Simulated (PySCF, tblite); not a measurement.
# C₆H₈GeN₂: geometry, infrared bands and NMR shifts

What infrared bands and NMR shifts should C₆H₈GeN₂ (`C#Cc1c[nH]nc1[CH2][GeH3]`) show?

Computed with tblite 0.8.0 and PySCF 2.14.0, with density-fitted response routines of our own, on a single molecule in the gas phase. Atoms count from 0, in the outputs and in this text.

### Step 1. The starting structure

17 atoms, charge 0, multiplicity 1; geometry from: force field or distance geometry start.

Bonds of the start (Å): C0–C1 1.20, C1–C2 1.46, C2–C3 1.37, C3–N4 1.36, N4–N5 1.32, N5–C6 1.33, C6–C7 1.48, C7–Ge8 1.93, C6–C2 1.37, C0–H9 1.08, C3–H10 1.08, N4–H11 1.05, C7–H12 1.12, C7–H13 1.11, Ge8–H14 1.56, Ge8–H15 1.54, Ge8–H16 1.53.

### Step 2. Optimising the geometry with GFN2-xTB

What the job is given:

```
{"job": {"kind": "relax", "xc": "GFN2-xTB", "basis": "xTB"}, "charge": 0, "multiplicity": 1}
C     -2.516100     2.267600     0.123300
C     -1.990000     1.186900     0.124300
C     -1.329400    -0.112900     0.127200
C     -1.914800    -1.344900    -0.024600
N     -0.920800    -2.277500     0.041900
N      0.220200    -1.631000     0.196500
C      0.024500    -0.312500     0.255300
C      1.010500     0.769800     0.437200
Ge     2.835100     0.153500     0.594100
H     -3.015800     3.221000     0.116400
H     -2.974000    -1.533500    -0.143800
H     -1.052200    -3.311400    -0.042000
H      0.957800     1.423000    -0.472700
H      0.702600     1.334500     1.336000
H      3.505300     1.096700     1.645700
H      3.502300     0.368200    -0.780200
H      2.947700    -1.285500     1.104900
```

Command:

```console
OMP_NUM_THREADS=1 python probes_run.py task.json out
```

The driver reads the jobs from task.json and runs them one after another.

**Question.** This job is followed by: GFN2-xTB harmonic vibrations, gas phase; GIAO PBE0/pcSseg-1 NMR shielding, non-relativistic, gas phase. What will the session give for the following? strongest single infrared mode (GFN2-xTB); zero-point energy (GFN2-xTB); 13C shifts against TMS (PBE0/pcSseg-1); 1H shifts against TMS (PBE0/pcSseg-1, means over atoms taken as alike); 15N shifts against NH3 (PBE0/pcSseg-1); 73Ge shifts against GeMe4 (PBE0/pcSseg-1).

**Answer**, as computed:

```
                                                              quantity                                      value
                             strongest single infrared mode (GFN2-xTB)                      2113 cm⁻¹, 464 km/mol
                                          zero-point energy (GFN2-xTB)                              73.7 kcal/mol
                                13C shifts against TMS (PBE0/pcSseg-1)  159.6, 139.1, 106.6, 90.8, 79.6, 10.4 ppm
1H shifts against TMS (PBE0/pcSseg-1, means over atoms taken as alike)           9.06, 7.59, 3.82, 2.87, 2.43 ppm
                                15N shifts against NH3 (PBE0/pcSseg-1)                           334.3, 212.6 ppm
                             73Ge shifts against GeMe4 (PBE0/pcSseg-1)                                   -243 ppm
```

Over 100 steps the energy fell by 0.620 eV; of the close pairs, Ge8–H14 changed most, 1.564 to 1.504 Å. No mode is imaginary among the 45: a minimum at this level. The strongest single mode, at 2113 cm⁻¹, moves mainly H15 and H16. GFN2-xTB is a fitted tight-binding method: band positions and strengths are rough. Its intensities can rank the bands wrongly. At PBE0/pcSseg-1: The largest span, 424 ppm, is at N5, where the paramagnetic term is -396 ppm. NICS(1)zz of -28 ppm above the planar ring from C2 marks a diatropic (aromatic) ring current. Spin-orbit coupling is left out, which matters for shieldings and couplings at and beside the heavy atoms.
